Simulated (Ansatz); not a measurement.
C3H6BF, SMILES B[C@@H]1C[C@@H]1F: a rigid torsion scan, run with the Ansatz DFT code, driven from Python.

The script, `torsion_c3h6bf.py`:
```python
from dataclasses import dataclass

import ansatz
from ase import Atoms


@dataclass(frozen=True)
class RunConfig:
    basis: str = "def2-SVP"
    functional: str = "r2SCAN"
    dispersion: str = "d4"
    force_tol: float = 0.02


settings = RunConfig()


def main() -> None:
    atoms = Atoms(["B", "C", "C", "C", "F", "H", "H", "H", "H", "H", "H"], positions=[
        [1.4108, 0.0838, -0.8335],
        [0.1686, -0.622, -0.117],
        [-1.1428, 0.1505, -0.2114],
        [-0.4029, 0.0723, 1.1121],
        [0.2022, 1.2679, 1.4657],
        [1.2773, 1.099, -1.4237],
        [2.4755, -0.4251, -0.7894],
        [0.0414, -1.7244, -0.1564],
        [-2.0529, -0.4849, -0.2464],
        [-1.1082, 1.1551, -0.6868],
        [-0.869, -0.5722, 1.8869],
    ])

    first = (
        ansatz.Crystal.molecule_from_ase(atoms).calculation()
        .basis(gaussian=settings.basis)
        .functional(settings.functional, dispersion=settings.dispersion)
        .relax(force_tolerance=settings.force_tol, max_steps=80)
    )
    atoms.positions = first.run(threads=1, pin="off").report["positions_ang"]

    start = atoms.get_dihedral(2, 1, 0, 5)
    energies = {}
    for turn in range(0, 360, 40):
        turned = atoms.copy()
        turned.set_dihedral(2, 1, 0, 5, start + turn, indices=[0, 5, 6])
        model = (
            ansatz.Crystal.molecule_from_ase(turned).calculation()
            .basis(gaussian=settings.basis)
            .functional(settings.functional, dispersion=settings.dispersion)
        )
        energies[round((start + turn) % 360)] = model.run(threads=1, pin="off").report["free_energy_ev"]
    floor = min(energies.values())
    print("dihedral C2-C1-B0-H5 (deg)   E - E(min) (eV)")
    for angle, e in sorted(energies.items()):
        print(f"{angle:8d} {(e - floor):14.3f}  " + "#" * int(30 * (e - floor) / max(max(energies.values()) - floor, 1e-9)))


if __name__ == "__main__":
    main()
```

Where along the turn do the lowest and the highest point lie, and how far apart are they?

The lowest point is at 45° and the highest at 325°, 0.459 eV (44.3 kJ/mol) above it, with the rest of the molecule held.

The run itself:

Running `python torsion_c3h6bf.py` prints:
```text
dihedral C2-C1-B0-H5 (deg)   E - E(min) (eV)
       5          0.190  ############
      45          0.000
      85          0.179  ###########
     125          0.452  #############################
     165          0.355  #######################
     205          0.058  ###
     245          0.058  ###
     285          0.336  #####################
     325          0.459  ##############################
```

Notes:
- The settings weren't tested for convergence.
- The scan is rigid and the energies are electronic, in a modest basis. With rigid groups the curve can differ much from the relaxed path, the start wasn't checked as a minimum of this torsion, and equivalent turns needn't return to the same energy.
- It ran for 66 s on 1 thread of Intel(R) Xeon(R) 6975P-C (Granite Rapids), with other jobs on the host, peak memory 0.29 GiB.
